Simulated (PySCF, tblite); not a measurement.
# C₇H₁₁ClO: geometry, infrared bands, NMR shifts and electronic excitations

What infrared bands, NMR shifts and electronic excitations should C₇H₁₁ClO (`O=C(Cl)C1CCCCC1`) show?

The runs use tblite 0.8.0 and PySCF 2.14.0, with density-fitted response routines of our own; the level of theory stands in each step. All values are computed, except where a source is named. Atoms count from 0, in the outputs and in this text.

## (1) Starting geometry

20 atoms, charge 0, multiplicity 1; geometry from: force field or distance geometry start.

Bonds of the start (Å): O0–C1 1.23, C1–Cl2 1.75, C1–C3 1.53, C3–C4 1.53, C4–C5 1.52, C5–C6 1.52, C6–C7 1.52, C7–C8 1.53, C8–C3 1.54, C3–H9 1.09, C4–H10 1.09, C4–H11 1.10, C5–H12 1.11, C5–H13 1.09, C6–H14 1.10, C6–H15 1.11, C7–H16 1.09, C7–H17 1.11, C8–H18 1.09, C8–H19 1.09.

## (2) Relaxing the molecule with GFN2-xTB

Job settings and geometry (Å):

```
{"job": {"kind": "relax", "xc": "GFN2-xTB", "basis": "xTB"}, "charge": 0, "multiplicity": 1}
O      1.704400    -1.232200     1.486700
C      2.036800    -0.464800     0.578700
Cl     3.618200     0.287300     0.477600
C      1.117900    -0.069800    -0.577700
C      0.475900     1.291300    -0.314000
C     -0.677300     1.238700     0.679500
C     -1.722400     0.218700     0.267200
C     -1.106500    -1.164700     0.101500
C      0.076000    -1.163200    -0.869100
H      1.751800    -0.005800    -1.456900
H      1.218800     2.016000     0.025300
H      0.087600     1.673700    -1.273100
H     -0.290600     0.994100     1.688200
H     -1.132300     2.228500     0.755800
H     -2.196200     0.538000    -0.667300
H     -2.518700     0.177700     1.038600
H     -0.795000    -1.547700     1.077600
H     -1.878900    -1.868100    -0.271700
H      0.538000    -2.148900    -0.873200
H     -0.312700    -0.988200    -1.876700
```

Run with:

```sh
OMP_NUM_THREADS=1 python probes_run.py task.json out
```

This one command runs all jobs of the session in turn.

**Question.** This job is followed by: GFN2-xTB harmonic vibrations, gas phase; PBE0-D3(BJ)/def2-SVP geometry optimisation, gas phase; GIAO PBE0/pcSseg-1 NMR shielding, non-relativistic, gas phase; TDDFT CAM-B3LYP/def2-SVPD, vertical, gas phase, core orbitals frozen in the response; GIAO wB97X-D/pcSseg-1 NMR shielding, non-relativistic, gas phase. Predict these results of the whole session: strongest single infrared mode (GFN2-xTB); zero-point energy (GFN2-xTB); point group; rotational constants (main isotopes); ¹³C shifts against TMS (PBE0/pcSseg-1, means over atoms taken as alike); ¹H shifts against TMS (PBE0/pcSseg-1, means over atoms taken as alike); ¹⁷O shifts against H2O (PBE0/pcSseg-1); ³⁵Cl shifts against HCl (PBE0/pcSseg-1); lowest singlet (CAM-B3LYP/def2-SVPD); brightest single state of those computed; lowest triplet; vertical ionisation energy (ΔSCF); range of the shift of Cl2.

The runs gave:

| quantity | value |
| --- | --- |
| strongest single infrared mode (GFN2-xTB) | 1837 cm⁻¹, 366 km/mol |
| zero-point energy (GFN2-xTB) | 105.5 kcal/mol |
| point group | C1 |
| rotational constants (main isotopes) | 2.38, 0.99, 0.84 GHz |
| ¹³C shifts against TMS (PBE0/pcSseg-1, means over atoms taken as alike) | 186.6, 53.6, 30.7, 27.9, 24.1 ppm |
| ¹H shifts against TMS (PBE0/pcSseg-1, means over atoms taken as alike) | 2.52, 2.26, 1.59, 1.40, 1.37, 1.29, 1.12 ppm |
| ¹⁷O shifts against H2O (PBE0/pcSseg-1) | 595.6 ppm |
| ³⁵Cl shifts against HCl (PBE0/pcSseg-1) | 443 ppm |
| lowest singlet (CAM-B3LYP/def2-SVPD) | 5.11 eV (242 nm), f = 0.000 |
| brightest single state of those computed | state 10, 8.39 eV, f = 0.253 |
| lowest triplet | 4.60 eV |
| vertical ionisation energy (ΔSCF) | 10.51 eV |
| range of the shift of Cl2 | 439 to 443 ppm |

What this shows: The optimisation took 74 steps and gained 0.232 eV; among the close pairs (by a distance rule), O0–C1 changed most, from 1.234 to 1.183 Å (GFN2-xTB). No mode is imaginary among the 54: a minimum at this level. The strongest single mode, at 1837 cm⁻¹, moves mainly C1 and O0. Unscaled tight-binding wavenumbers are off by several per cent, some by more. Its intensities can rank the bands wrongly. Relaxing lowered the energy by 0.191 eV in 9 steps; the close pair that moved most is C3–H9, from 1.063 to 1.105 Å (PBE0/def2-SVP). H9 (hydrogen on an sp3 CH α to a carbonyl) lies farthest downfield among hydrogen, at 2.52 ppm; α to C=O. The lowest singlet, at 5.11 eV, is HOMO→LUMO 0.88 and is dark; of the 10 states computed, the strongest absorption comes from state 10 at 8.39 eV (the last computed, so partners may be missing). The lowest triplet lies 0.51 eV below the lowest singlet (triplets in Tamm-Dancoff, singlets in full TDDFT). The orbital energy would give 9.76 eV for ionisation, ΔSCF gives 10.51 eV. Across the 2 runs the shift of Cl2 moves most, between 439 (wB97X-D/pcSseg-1) and 443 ppm (PBE0/pcSseg-1). Most of that comes from the computed reference, not from the atom's own shielding.
